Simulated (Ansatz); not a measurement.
## CHFOSeSi, SMILES F[SiH]1OC1=[Se]: vertical spin-state energies, step by step

Program: Ansatz 0.2.0, Python API.

Interactive session:
```pycon
>>> import warnings
>>> import ansatz
>>> GEOMETRY = """
... F    -1.26440   -1.41580    1.02630
... Si    0.03960   -0.40800    0.74580
... O     0.71470   -0.68340   -0.75100
... C    -0.03590    0.56700   -0.62690
... Se   -0.34510    1.76000   -2.24140
... H     0.93330    0.11620    1.80100
... """
>>> warnings.simplefilter("ignore", ansatz.DeckWarning)
>>> chfosesi = ansatz.Crystal.molecule()
>>> for line in GEOMETRY.strip().splitlines():
...     symbol, *xyz = line.split()
...     chfosesi = chfosesi.atom(symbol, [float(v) for v in xyz])
...
>>> base = (
...     chfosesi.calculation()
...     .basis(gaussian="def2-SVP")
...     .functional("b3lyp", dispersion="d3bj")
... )
>>> found = {}
>>> for unpaired in [0, 2]:
...     r = base.spin("collinear", total=unpaired).run(threads=1, pin="off").report
...     s = unpaired / 2
...     found[unpaired] = r["free_energy_ev"]
...     print(f"2S+1 = {unpaired + 1}: E = {found[unpaired]:.5f} eV, <S^2> = {abs(r['mean_field']['state']['spin_squared']):.3f} (pure state {s * (s + 1):.2f})")
...
2S+1 = 1: E = -79029.64169 eV, <S^2> = 0.000 (pure state 0.00)
2S+1 = 3: E = -79028.52598 eV, <S^2> = 2.007 (pure state 2.00)
>>> lowest = min(found, key=found.get)
>>> for unpaired, e in found.items():
...     print(f"multiplicity {unpaired + 1}: {23.060548 * (e - found[lowest]):.1f} kcal/mol above the lowest")
...
multiplicity 1: 0.0 kcal/mol above the lowest
multiplicity 3: 25.7 kcal/mol above the lowest
```

In order: multiplicity 1 (+0.00 eV) and multiplicity 3 (+1.12 eV), all at the one geometry.

Total energies depend on the basis set; only differences at equal settings carry meaning. The geometry is a force-field or estimated start, not a minimum of this method, and the basis set is short of its limit. All parts are taken at fixed geometry, without zero-point energy. b3lyp holds the VWN-RPA fit, as in Gaussian; the form of ORCA and Turbomole is b3lyp5. Timing: 23 s on 1 thread of Arm Neoverse V1, on a shared host, peak memory 0.38 GiB.

(Lines on the test bed's own set-up are left out of the output.)
